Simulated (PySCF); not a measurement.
**Pd₂Se: relaxation and vibrations of the triplet**

Aim: relax Pd₂Se as a triplet from a bent start, check by its vibrations whether the end is a minimum, and collect its spectrum and constants.

The runs use PySCF 2.14.0; B3LYP, basis Se def2-SVP, Pd def2-SVP with ECP28, scalar-relativistic core potentials, no spin–orbit coupling, density fitting.

## 1. Where the work starts

3 atoms, charge 0, spin multiplicity 3.

Bond lengths: Se1–Pd2 2.360 Å, Se1–Pd3 2.360 Å. Angles: Pd2–Se1–Pd3 110.0°.

Z-matrix (Å, degrees; charge 0 multiplicity 3):
```
Se
Pd 1 2.3600
Pd 1 2.3600 2 110.00
```

## 2. Relaxing the triplet from the bent start

The steps below are one call of a driver around PySCF. For each, scf.py gives the equivalent set-up of the SCF; relaxations use the driver's own optimiser. Before each start the driver seeks the lowest SCF state from one or more starting densities and follows internal instabilities, so scf.py alone need not reach the same state.

The program finds C2v symmetry in the start, which this walk keeps. Threshold on the gradient: 0.0003 Eh/bohr, with a further test on the energy change.

The input, scf.py:

```python
from pyscf import gto, scf, dft
mol = gto.M(atom='''
Se     0.000000     0.000000    -0.982787
Pd     1.933200    -0.000000     0.370813
Pd    -1.933200     0.000000     0.370813''',
    basis={'Se': 'def2-SVP', 'Pd': 'def2-SVP'},
    ecp={'Pd': 'def2-SVP'},
    charge=0, spin=2)
mf = dft.UKS(mol, xc='B3LYP')
mf.grids.atom_grid = (50, 194)
aux = {'Se': 'def2-universal-JKFIT', 'Pd': 'def2-universal-JKFIT'}
mf = mf.density_fit(auxbasis=aux)
mf.kernel()
```

The optimiser's trace:

| step | energy (Eh) | change (kJ/mol) | largest symmetric gradient (Eh/bohr) |
| --- | --- | --- | --- |
| 0 | -2657.152760 | 0.00 | 0.00859 |
| 1 | -2657.153692 | -2.45 | 0.00822 |
| 2 | -2657.154975 | -5.82 | 0.00905 |
| 3 | -2657.156574 | -10.01 | 0.00891 |
| 4 | -2657.166300 | -35.55 | 0.01320 |
| 5 | -2657.172163 | -50.94 | 0.01945 |
| 6 | -2657.172883 | -52.83 | 0.01229 |
| 7 | -2657.173575 | -54.65 | 0.00786 |
| 8 | -2657.173796 | -55.23 | 0.00418 |
| 9 | -2657.173857 | -55.39 | 0.00031 |
| 10 | -2657.173858 | -55.39 | 0.00001 |

The walk took 2.3 min on 2 threads, shared host.

After 10 steps and 55.4 kJ/mol it ends at C2v: Pd–Pd 2.679 Å, Se–Pd 2.345 Å (×2); Pd–Pd–Se 55.2° (×2), Pd–Se–Pd 69.7°.

## 3. Frequencies

On the finer grid the gradient is checked again; gradients at displacements of ±0.01 bohr then give force constants and infrared intensities.

Changes to scf.py since step 2:

```diff
@@ -3,3 +3,3 @@
-Se     0.000000     0.000000    -0.982787
-Pd     1.933200    -0.000000     0.370813
-Pd    -1.933200     0.000000     0.370813''',
+Se    -0.000000     0.000000    -1.397738
+Pd     1.340174    -0.000000     0.527432
+Pd    -1.340174     0.000000     0.527432''',
@@ -10 +10 @@
-mf.grids.atom_grid = (50, 194)
+mf.grids.atom_grid = (75, 302)
```

The driver hands on the density of the step before, so the log starts near convergence.

SCF at the final geometry:

```text
init E= -2657.17386067523
[... the frontier-level lines of each cycle are left out ...]
cycle= 1 E= -2657.17386067523  delta_E= -4.09e-12  |g|= 8.17e-06  |ddm|= 1.56e-05
Extra cycle  E= -2657.17386067502  delta_E= 2.11e-10  |g|= 2.14e-05  |ddm|= 3.09e-05
converged SCF energy = -2657.17386067502  <S^2> = 2.0118365  2S+1 = 3.0078806
```

The whole step took 2 min.

Geometry: C2v; Pd–Pd 2.680 Å, Se–Pd 2.346 Å (×2); Pd–Pd–Se 55.2° (×2), Pd–Se–Pd 69.7°.

Harmonic modes (main isotopes):

```csv
symmetry,ω (cm⁻¹),IR (km/mol),μ (u)
a1,128,0.1,100.52
b2,208,0.0,92.02
a1,281,0.9,89.56
```

No imaginary mode, so this is a minimum.

Constants and moments:

```
Dipole moment                                                   : 2.16 D
Highest occupied level                                          : -5.81 eV
Lowest empty level                                              : -3.79 eV
Rotational constants                                            : 0.07839, 0.04431, 0.02831 cm⁻¹
Zero-point energy                                               : 3.7 kJ/mol
Principal polarisabilities                                      : 62.2, 88.6, 106.1 bohr³
Atomisation energy without zero-point energy                    : 464 kJ/mol
Principal traceless quadrupole moments about the centre of mass : -5.86, -0.69, 6.55 D Å
Entropy at 298.15 K and 1 bar (electronic part: spin only)      : 332.6 J/(mol K)
Heat capacity Cp at 298.15 K                                    : 56.1 J/(mol K)
Enthalpy at 298.15 K above 0 K                                  : 14.31 kJ/mol
Rotational symmetry number                                      : 2
Spin squared ⟨S²⟩                                               : 2.012
```

Charges (e) and bond orders:

| atom | Mulliken | Löwdin | polar tensor | spin (Mulliken) | Mayer order to Se1 |
| --- | --- | --- | --- | --- | --- |
| Se1 | -0.05 | 0.46 | -0.19 | 0.99 | – |
| Pd2,3 | 0.03 | -0.23 | 0.10 | 0.50 | 1.18 |

Outer orbital energies (eV). α occupied: -7.32, -7.25, -6.99, -6.56, -6.53, -6.20, -6.17, -5.81; empty: -2.42, -1.90, -0.23, 0.01. β occupied: -7.23, -6.99, -6.94, -6.75, -6.50, -6.22, -6.19, -6.03; empty: -3.79, -3.52, -2.22, -1.68.

Mulliken populations on Se1: s 7.91, p 16.07, d 10.08.

## 4. Outcome

```
                                          quantity                                                                   value
                                           minimum                                                            triplet, C2v
                                          geometry  Pd–Pd 2.680 Å, Se–Pd 2.346 Å (×2); Pd–Pd–Se 55.2° (×2), Pd–Se–Pd 69.7°
                                wavenumbers (cm⁻¹)                                            128 (a1), 208 (b2), 281 (a1)
                                     dipole moment                                                                  2.16 D
highest occupied, lowest empty level (either spin)                                                         -5.81, -3.79 eV
                        polar-tensor charge of Se1                                                                 -0.19 e
                                 zero-point energy                                                              3.7 kJ/mol
                               entropy at 298.15 K                                                         332.6 J/(mol K)
         atomisation energy (no zero-point energy)                                                              464 kJ/mol
                                              ⟨S²⟩                                                                   2.012
```

What this shows: The molecule stays C2v, as typed, and the end point is a minimum. Other starts or spin states, not run here, may lie lower. Open d and f shells are described by one determinant, and the ground state may have another occupation or spin.

The search up to here took 5.5 min.
